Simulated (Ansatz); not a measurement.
# CH4FO2Si radical: how energies converge with the basis set

One table from this session's results is given with a row withheld; the runs are named, their logs left out.

Computed with Ansatz 0.2.0, Gaussian basis. Level: one geometry, several basis sets.

Plan: PBE0-D4/def2-SVP; ωB97M-V/def2-SVP; PBE0-D4/def2-QZVPP; ωB97M-V/def2-QZVPP; the functionals' def2-TZVPP values are taken from earlier runs.

### The geometry

The geometry comes from an earlier relaxation with PBE0-D4 in a triple-zeta def2 set; it is a stationary point, not always the lowest conformer.

SMILES `CO[Si](O)F`, 9 atoms, charge 0, spin multiplicity 2.

Atoms are counted from 1 here; the program's logs count them from 0.

Bond lengths: C1–O2 1.414 Å, C1–H6 1.090 Å, C1–H7 1.094 Å, C1–H8 1.094 Å, O2–Si3 1.632 Å, Si3–O4 1.632 Å, Si3–F5 1.596 Å, O4–H9 0.959 Å. Angles: O2–C1–H6 107.8°, O2–C1–H7 111.5°, O2–C1–H8 111.0°, H6–C1–H7 108.7°, H6–C1–H8 108.9°, H7–C1–H8 108.9°, C1–O2–Si3 125.8°, O2–Si3–O4 108.4°, O2–Si3–F5 110.6°, O4–Si3–F5 105.7°, Si3–O4–H9 117.0°.

As a file:

```xyz
9

C    -1.47094   -0.16637    0.28560
O    -0.17636   -0.42235   -0.22239
Si    1.19586    0.32851    0.24177
O     2.41802   -0.20518   -0.69822
F     1.09620    1.89780   -0.03100
H    -2.15753   -0.87645   -0.17624
H    -1.50866   -0.29794    1.37127
H    -1.79442    0.84890    0.03994
H     2.48633   -1.15322   -0.82794
```

Set-up of the first run:

File in.yaml:

```yaml
crystal:
  periodic: [false, false, false]
  atoms:
    - {symbol: C, position_ang: [-1.470941, -0.166370, 0.285602]}
    - {symbol: O, position_ang: [-0.176355, -0.422348, -0.222387]}
    - {symbol: Si, position_ang: [1.195862, 0.328509, 0.241774]}
    - {symbol: O, position_ang: [2.418024, -0.205179, -0.698221]}
    - {symbol: F, position_ang: [1.096195, 1.897798, -0.030999]}
    - {symbol: H, position_ang: [-2.157534, -0.876453, -0.176239]}
    - {symbol: H, position_ang: [-1.508664, -0.297938, 1.371271]}
    - {symbol: H, position_ang: [-1.794420, 0.848902, 0.039939]}
    - {symbol: H, position_ang: [2.486332, -1.153220, -0.827940]}
basis:
  gaussian: {orbitals: def2-SVP}
magnetization: {spin_polarized: true, initial_magnetization: 1}
hamiltonian: {xc: pbe0, dispersion: d4}
output: {orbitals: {seedname: orbitals}}
```

Among the steps run: PBE0-D4 in def2-SVP; ωB97M-V in def2-SVP; PBE0-D4 in def2-QZVPP; ωB97M-V in def2-QZVPP.

One table of the session follows, with a row left open; its other results are not shown here.

It belongs to the step «Functionals by basis». 

| functional | basis | HOMO (eV) | LUMO (eV) |
| --- | --- | --- | --- |
| PBE0-D4 | def2-SVP | -6.10 | -2.07 |
| PBE0-D4 | def2-TZVPP | -6.29 | -2.16 |
| PBE0-D4 | def2-QZVPP | -6.36 | -2.27 |
| ωB97M-V | def2-SVP | -7.91 | -0.45 |
| ωB97M-V | def2-TZVPP | -8.11 | -0.62 |
| ωB97M-V | def2-QZVPP | ? | ? |

Estimate the missing values for ωB97M-V, def2-QZVPP.

**Answer.** HOMO (eV): -8.19; LUMO (eV): -0.76. In the column «HOMO (eV)» it is the lowest.
